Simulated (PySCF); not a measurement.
# FGeH5N2: runs on many settings, part 1 of 2

Aim: see how FGeH5N2 (`[NH2][GeH]([NH2])[F]`) answers to the choice of functional, basis, grid and SCF options.

Programs: PySCF 2.14.0, with density-fitted response routines of our own. Each step states its level of theory. These are calculated values for one molecule, in the gas phase or a continuum, unless marked as measured. Atoms count from 0, in the outputs and in this text.

## Step 1: The molecule as given

9 atoms, charge 0, multiplicity 1; geometry from: GFN2-xTB.

Bonds of the start (Å): N0–Ge1 1.79, Ge1–N2 1.80, Ge1–F3 1.76, N0–H4 1.01, N0–H5 1.01, Ge1–H6 1.50, N2–H7 1.01, N2–H8 1.01.

## Step 2: Shielding tensors: PBE0/pcSseg-1

The job: settings as JSON, then the geometry in Å.

```
{"job": {"kind": "nmr", "xc": "PBE0", "basis": "pcSseg-1"}, "charge": 0, "multiplicity": 1}
N     -1.410241     0.412296     0.510097
Ge     0.009198    -0.550348    -0.019476
N      1.400790     0.577678    -0.179332
F     -0.165301    -1.135566    -1.673707
H     -1.522082     1.309025     0.057495
H     -2.306742    -0.050119     0.547018
H      0.096694    -1.834649     0.752095
H      1.705010     1.051271     0.657667
H      2.206236     0.226405    -0.677036
```

Level: GIAO PBE0/pcSseg-1 NMR shielding, non-relativistic, gas phase.

The run is started by

```console
OMP_NUM_THREADS=1 python probes_run.py task.json out
```

This one command runs all jobs of the session in turn.

Output:

```text
coarse grid: 35320 points
cycle   1  E = -2288.5552448212  dE = -4.026e-01  |g| = 1.148e+00  |ddm| = 2.780e+00
cycle   2  E = -2288.3783439326  dE =  1.769e-01  |g| = 1.545e+00  |ddm| = 1.447e+00
cycle   3  E = -2288.6994130844  dE = -3.211e-01  |g| = 1.710e-01  |ddm| = 9.725e-01
cycle   4  E = -2288.7030321769  dE = -3.619e-03  |g| = 7.102e-02  |ddm| = 1.196e-01
cycle   5  E = -2288.7036934061  dE = -6.612e-04  |g| = 1.483e-02  |ddm| = 4.628e-02
cycle   6  E = -2288.7037390278  dE = -4.562e-05  |g| = 3.052e-03  |ddm| = 1.122e-02
cycle   7  E = -2288.7037403498  dE = -1.322e-06  |g| = 5.235e-04  |ddm| = 2.293e-03
final grid: 73488 points
cycle   8  E = -2288.7037232597  dE = -4.293e-08  |g| = 5.046e-04  |ddm| = 1.002e-03
cycle   9  E = -2288.7037232569  dE =  2.815e-09  |g| = 5.874e-04  |ddm| = 7.879e-04
cycle  10  E = -2288.7037232992  dE = -4.231e-08  |g| = 5.936e-05  |ddm| = 3.637e-04
cycle  11  E = -2288.7037232999  dE = -6.312e-10  |g| = 2.062e-05  |ddm| = 5.365e-05
converged SCF energy = -2288.7037232999

GIAO shielding tensors (ppm)
atom      isotropic    diamagn.    paramagn.     s11        s22        s33       span
  0 N      236.860     320.576     -83.716    213.758    227.120    269.702     55.944
  1 Ge    1282.263    2755.277   -1473.014   1223.220   1275.312   1348.256    125.036
  2 N      252.676     319.948     -67.272    210.977    272.523    274.529     63.551
  3 F      337.112     477.724    -140.612    296.708    327.025    387.604     90.896
  4 H       30.604      31.718      -1.114     23.245     26.420     42.148     18.903
  5 H       30.681      30.593       0.088     23.359     25.715     42.970     19.612
  6 H       25.992      28.065      -2.074     19.530     20.011     38.434     18.904
  7 H       31.353      31.402      -0.049     23.243     26.656     44.158     20.915
  8 H       31.104      30.597       0.507     23.061     26.549     43.701     20.639
```

It took 12 s on 1 thread of Arm Neoverse V1, shared host; peak memory 0.53 GiB.

The references, computed at this level on geometries of the same kind, shield at (ppm): 1H TMS 31.72, 19F CFCl3 170.9, 15N NH3 267.7, 73Ge GeMe4 1331. Their shielding less the atom's gives the shift. The references are single molecules in the gas phase, so shifts against H2O, NH3, PH3, H3PO4 or CFCl3 are not on the usual liquid scales and can be off by tens of ppm. Atoms listed in one row are averaged.

| atoms | environment | σ (ppm) | δ (ppm) |
| --- | --- | --- | --- |
| H6 | hydrogen on a germanium bonded to F, 2 N | 25.99 | 5.73 |
| H4, H5, H7, H8 | hydrogen on a nitrogen bonded to Ge | 30.94 | 0.78 |
| N0, N2 | nitrogen bonded to Ge, 2 H | 244.8 | 23.0 |
| Ge1 | germanium bonded to F, 2 N, H | 1282 | 49 |
| F3 | fluorine bonded to Ge | 337.1 | -166.2 |

The run also stored atomic charges by several schemes (e):

| atoms | Mulliken | IAO | Hirshfeld | ESP fit |
| --- | --- | --- | --- | --- |
| N0, N2 | -0.67 | -0.82 | -0.32 | -0.96 |
| Ge1 | 1.14 | 1.26 | 0.52 | 0.97 |
| F3 | -0.52 | -0.56 | -0.29 | -0.40 |

Mayer bond orders: N0–Ge1 1.00, Ge1–N2 0.97, Ge1–F3 0.78.

Orbitals, density, ELF and potential are computed afterwards from the orbital file.

Frontier orbitals at PBE0/pcSseg-1, with the share of their density that lies nearest to each atom:

| orbital | energy (eV) | lies on |
| --- | --- | --- |
| HOMO | -7.63 | N2 48 %; N0 25 % |
| LUMO | 0.90 | H7 22 %; H8 17 %; H4, H5, H6 about 10 % each |

ELF in a plane through or near 5 of the atoms.

Values, 10 rows by 14 columns:
```
0.00 0.00 0.00 0.00 0.00 0.00 0.00 0.00 0.00 0.00 0.00 0.00 0.00 0.00
0.00 0.00 0.00 0.00 0.00 0.00 0.00 0.00 0.00 0.00 0.00 0.00 0.00 0.00
0.00 0.00 0.00 0.00 0.04 0.05 0.01 0.00 0.04 0.14 0.02 0.00 0.00 0.00
0.00 0.00 0.00 0.04 0.54 0.71 0.27 0.01 0.62 0.88 0.25 0.02 0.00 0.00
0.00 0.00 0.05 0.56 0.69 0.27 0.69 0.19 0.68 0.30 0.72 0.61 0.01 0.00
0.00 0.00 0.27 0.96 0.93 0.70 0.20 0.61 0.53 0.73 0.96 0.93 0.02 0.00
0.00 0.00 0.00 0.18 0.12 0.10 0.13 0.22 0.19 0.09 0.11 0.05 0.00 0.00
0.00 0.00 0.00 0.00 0.00 0.01 0.12 0.13 0.05 0.01 0.00 0.00 0.00 0.00
0.00 0.00 0.00 0.00 0.00 0.00 0.01 0.01 0.00 0.00 0.00 0.00 0.00 0.00
0.00 0.00 0.00 0.00 0.00 0.00 0.00 0.00 0.00 0.00 0.00 0.00 0.00 0.00
```
The map spans 9.9 Å across and 8.4 Å up, centred on the molecule. Atoms in the plane (x, y in Å): N0 (1.5, 0.5), Ge1 (0.0, -0.5), N2 (-1.4, 0.5), H5 (2.4, 0.1), H8 (-2.3, 0.0).

log10 of the density (e/Å³) in the same plane.

Ten even steps from '0' (-4.0) to '9' (1.6):
```
0000000000000000000000000000
0000000000000000000000000000
0000000000000000000000000000
0000000111111001122110000000
0000011233332222333321100000
0000023444444334455443200000
0000133556655445566553310000
0001234567766556677654421000
0001345678976656788765432000
0002356778877666787776532000
0002345677777997776665432000
0001244555667997655554421000
0000123444556776654443210000
0000012233455665543321100000
0000000123345555433210000000
0000000012234444322100000000
0000000001123333221000000000
0000000000011221100000000000
0000000000000000000000000000
0000000000000000000000000000
```
The map spans 9.9 Å across and 8.4 Å up, centred on the molecule. Atoms in the plane (x, y in Å): N0 (1.5, 0.5), Ge1 (0.0, -0.5), N2 (-1.4, 0.5), H5 (2.4, 0.1), H8 (-2.3, 0.0).

On the surface of density 0.002 e/bohr³ the electrostatic potential runs, from the 1st to the 99th percentile, from -1.65 V near F3 to 1.68 V near H7.

## Step 3: Excited states and response: PBE0/def2-SVPD

The job, as its differences from that of step 2:

```diff
@@ -1,2 +1,2 @@
-{"job": {"kind": "nmr", "xc": "PBE0", "basis": "pcSseg-1"}, "charge": 0, "multiplicity": 1}
+{"job": {"kind": "uv", "xc": "PBE0", "basis": "def2-SVPD", "nstates": 6, "ntriplets": 2}, "charge": 0, "multiplicity": 1}
 N     -1.410241     0.412296     0.510097
```

Level: TDDFT PBE0/def2-SVPD, vertical, gas phase, core orbitals frozen in the response.

Output:

```text
coarse grid: 35320 points
cycle   1  E = -2288.4303913069  dE = -3.742e-01  |g| = 8.054e-01  |ddm| = 3.549e+00
cycle   2  E = -2288.2736860337  dE =  1.567e-01  |g| = 1.260e+00  |ddm| = 2.263e+00
cycle   3  E = -2288.5415015527  dE = -2.678e-01  |g| = 1.058e-01  |ddm| = 1.219e+00
cycle   4  E = -2288.5430233520  dE = -1.522e-03  |g| = 4.037e-02  |ddm| = 1.256e-01
cycle   5  E = -2288.5433121606  dE = -2.888e-04  |g| = 9.942e-03  |ddm| = 5.652e-02
cycle   6  E = -2288.5433315258  dE = -1.937e-05  |g| = 1.759e-03  |ddm| = 1.065e-02
cycle   7  E = -2288.5433319887  dE = -4.629e-07  |g| = 2.561e-04  |ddm| = 3.286e-03
final grid: 73488 points
cycle   8  E = -2288.5433267029  dE = -3.654e-08  |g| = 2.582e-04  |ddm| = 3.854e-03
cycle   9  E = -2288.5433266995  dE =  3.472e-09  |g| = 2.996e-04  |ddm| = 7.056e-04
cycle  10  E = -2288.5433267143  dE = -1.480e-08  |g| = 3.423e-05  |ddm| = 3.530e-04
cycle  11  E = -2288.5433267145  dE = -2.510e-10  |g| = 8.899e-06  |ddm| = 4.839e-05
converged SCF energy = -2288.5433267145

Static polarisability (au): isotropic 45.969, principal 41.934 46.520 49.452

Singlet excitations
state   eV       nm        f      main configurations
  1   6.7576    183.5   0.03755   H->L 0.93
  2   7.0980    174.7   0.07124   H-1->L 0.68, H->L+1 0.21
  3   7.5080    165.1   0.01352   H->L+1 0.50, H-1->L 0.28, H-1->L+1 0.19
  4   7.5451    164.3   0.00666   H->L+2 0.85
  5   7.7864    159.2   0.05083   H-1->L+1 0.65, H->L+1 0.25
  6   8.0184    154.6   0.02398   H-1->L+2 0.45, H->L+3 0.44

Triplet excitations (Tamm-Dancoff, eV): 6.2773 6.6247
```

It took 15 s on 1 thread of Arm Neoverse V1, shared host; peak memory 0.59 GiB.

Frontier orbitals and where they lie:

| orbital | eV | atoms |
| --- | --- | --- |
| HOMO−3 | -10.51 | F3 68 %, N2 12 %, N0 8 % |
| HOMO−2 | -10.02 | F3 49 %, Ge1 17 %, H6 17 % |
| HOMO−1 | -8.14 | N0 49 %, N2 18 %, Ge1 10 % |
| HOMO | -7.82 | N2 49 %, N0 23 %, Ge1 10 % |
| LUMO | 0.31 | Ge1 39 %, N2 13 %, H7 12 % |
| LUMO+1 | 0.80 | Ge1 25 %, H6 14 %, H5 13 % |
| LUMO+2 | 1.10 | Ge1 40 %, H6 18 %, F3 15 % |

With each of the 6 states as a Gaussian band of 0.4 eV half-width at 1/e, the curve within the window shown has maxima at 175 nm (ε 4,000), 160 nm (ε 3,500) L/(mol cm). Beyond the last state computed it falls off for lack of states. The curve at chosen wavelengths:

(nm, ε (L/mol/cm)): (149, 920), (151, 1496), (153, 2144), (155, 2747), (157, 3191), (159, 3417), (161, 3451), (164, 3348), (166, 3331), (168, 3424), (170, 3609), (172, 3821), (174, 3976), (176, 4009), (178, 3892), (180, 3630), (182, 3256), (184, 2811), (186, 2338), (189, 1656), (191, 1257), (193, 920), (195, 650), (197, 442), (199, 291), (201, 185)

Leading natural transition orbitals of singlet state 2: the hole lies on N0 67 %; H4, H5 about 9 % each; the particle on H5 28 %; H4 23 %; H7 12 %.

Leading natural transition orbitals of singlet state 1: the hole lies on N2 58 %; N0 15 %; H7, H8 about 8 % each; the particle on H7 30 %; H8 23 %; N2 9 %.

Ground-state properties from the same run:

| property | computed |
| --- | --- |
| dipole moment (D) | 2.30 |
| polarisability (Å³) | 6.81 |
| HOMO–LUMO gap (eV) | 8.12 |
| −ε(HOMO) (eV) | 7.82 |

## Step 4: NMR shieldings: KT2/6-31G* in tetrahydrofuran

The job, as its differences from that of step 3:

```diff
@@ -1,2 +1,2 @@
-{"job": {"kind": "uv", "xc": "PBE0", "basis": "def2-SVPD", "nstates": 6, "ntriplets": 2}, "charge": 0, "multiplicity": 1}
+{"job": {"kind": "nmr", "xc": "KT2", "basis": "6-31G*", "solvent": "tetrahydrofuran", "pop": true}, "charge": 0, "multiplicity": 1}
 N     -1.410241     0.412296     0.510097
```

With the program's defaults for keys left out, this is: GIAO KT2/6-31G* NMR shielding, non-relativistic, IEF-PCM tetrahydrofuran.

Output:

```text
coarse grid: 35320 points
cycle   1  E = -2300.5146522789  dE = -2.243e-01  |g| = 9.514e-01  |ddm| = 2.779e+00
cycle   2  E = -2299.9589524109  dE =  5.557e-01  |g| = 1.957e+00  |ddm| = 2.354e+00
cycle   3  E = -2300.6798829953  dE = -7.209e-01  |g| = 2.115e-01  |ddm| = 1.748e+00
cycle   4  E = -2300.6869948804  dE = -7.112e-03  |g| = 1.042e-01  |ddm| = 2.450e-01
cycle   5  E = -2300.6892199504  dE = -2.225e-03  |g| = 1.856e-02  |ddm| = 9.082e-02
cycle   6  E = -2300.6892694953  dE = -4.954e-05  |g| = 5.446e-03  |ddm| = 1.794e-02
cycle   7  E = -2300.6892749547  dE = -5.459e-06  |g| = 1.670e-03  |ddm| = 5.260e-03
final grid: 73488 points
cycle   8  E = -2300.6892790852  dE =  1.653e-06  |g| = 3.368e-03  |ddm| = 4.050e-03
cycle   9  E = -2300.6892722837  dE =  6.801e-06  |g| = 6.726e-03  |ddm| = 7.793e-03
cycle  10  E = -2300.6892813537  dE = -9.070e-06  |g| = 2.037e-04  |ddm| = 5.207e-03
cycle  11  E = -2300.6892813597  dE = -5.994e-09  |g| = 3.222e-05  |ddm| = 1.626e-04
cycle  12  E = -2300.6892813599  dE = -1.992e-10  |g| = 7.196e-06  |ddm| = 3.251e-05
converged SCF energy = -2300.6892813599

GIAO shielding tensors (ppm)
atom      isotropic    diamagn.    paramagn.     s11        s22        s33       span
  0 N      230.391     317.523     -87.131    206.384    217.851    266.939     60.555
  1 Ge    1440.434    2762.780   -1322.346   1370.195   1449.542   1501.565    131.371
  2 N      247.894     316.481     -68.587    211.888    259.959    271.836     59.948
  3 F      313.339     470.882    -157.543    253.284    300.360    386.373    133.090
  4 H       31.150      29.362       1.788     24.024     27.282     42.144     18.121
  5 H       31.057      28.664       2.393     23.857     26.558     42.757     18.901
  6 H       25.852      29.153      -3.301     18.988     19.731     38.837     19.849
  7 H       31.950      29.054       2.896     23.782     27.746     44.322     20.539
  8 H       31.931      28.640       3.291     24.030     27.747     44.015     19.985
```

It took 6.2 s on 1 thread of Arm Neoverse V1, shared host; peak memory 0.44 GiB.

This run: σ N0 239.1, Ge1 1440, F3 313.3, H6 25.85, H4 31.52 ppm (means over like atoms).

(Continued in part 2 of 2.)
